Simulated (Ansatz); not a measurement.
**CH4BFSe: small, medium and large basis sets**

How large a basis does CH4BFSe need? Two functionals are run in growing sets.

Method: one geometry, several basis sets; program: Ansatz 0.2.0, Gaussian basis.

The runs, in order: PBE0-D4/def2-SVP; ωB97M-V/def2-SVP; PBE0-D4/def2-QZVPP; ωB97M-V/def2-QZVPP; the functionals' def2-TZVPP values are taken from earlier runs.

## 1. The relaxed structure

All runs share one geometry, relaxed beforehand with PBE0-D4 in a triple-zeta def2 set.

SMILES `B[Se]CF`, 8 atoms, charge 0, spin multiplicity 1.

Atoms are counted from 1 here; the program's logs count them from 0.

Bond lengths: B1–Se2 1.893 Å, B1–H5 1.191 Å, B1–H6 1.192 Å, Se2–C3 1.956 Å, C3–F4 1.367 Å, C3–H7 1.091 Å, C3–H8 1.090 Å. Angles: Se2–B1–H5 116.8°, Se2–B1–H6 119.9°, H5–B1–H6 123.3°, B1–Se2–C3 100.4°, Se2–C3–F4 111.0°, Se2–C3–H7 108.0°, Se2–C3–H8 108.1°, F4–C3–H7 108.8°, F4–C3–H8 109.5°, H7–C3–H8 111.6°.

## 2. PBE0-D4 in def2-SVP

Contents of in.yaml:

```yaml
crystal:
  periodic: [false, false, false]
  atoms:
    - {symbol: B, position_ang: [-0.623982, 1.498169, -0.329987]}
    - {symbol: Se, position_ang: [1.052316, 0.621146, -0.389906]}
    - {symbol: C, position_ang: [0.550145, -1.146315, 0.280960]}
    - {symbol: F, position_ang: [0.363226, -2.025630, -0.748372]}
    - {symbol: H, position_ang: [-0.651161, 2.630112, -0.698641]}
    - {symbol: H, position_ang: [-1.583805, 0.919201, 0.075663]}
    - {symbol: H, position_ang: [1.362828, -1.510334, 0.910744]}
    - {symbol: H, position_ang: [-0.377467, -1.043549, 0.843738]}
basis:
  gaussian: {orbitals: def2-SVP}
hamiltonian: {xc: pbe0, dispersion: d4}
output: {orbitals: {seedname: orbitals}}
```

Launch:

```
$ ansatz run in.yaml --threads 2 --pin off --events-out ev --progress --plain --max-ram 4352MiB
```

The runs that follow: ωB97M-V in def2-SVP; PBE0-D4 in def2-QZVPP; ωB97M-V in def2-QZVPP.

Before running them: what should the planned runs give, taken together? Wanted: PBE0-D4: double and triple zeta above quadruple; ωB97M-V: double and triple zeta above quadruple.

**Answer**, as computed:

| quantity | value |
| --- | --- |
| PBE0-D4: double and triple zeta above quadruple | 15.01, 1.62 eV |
| ωB97M-V: double and triple zeta above quadruple | 15.14, 1.57 eV |

**Reading.** For PBE0-D4 the step from double to triple zeta gains 13.39 eV and the next only 1.62 eV. Total energies overstate the basis error of differences, where much of it tends to cancel.
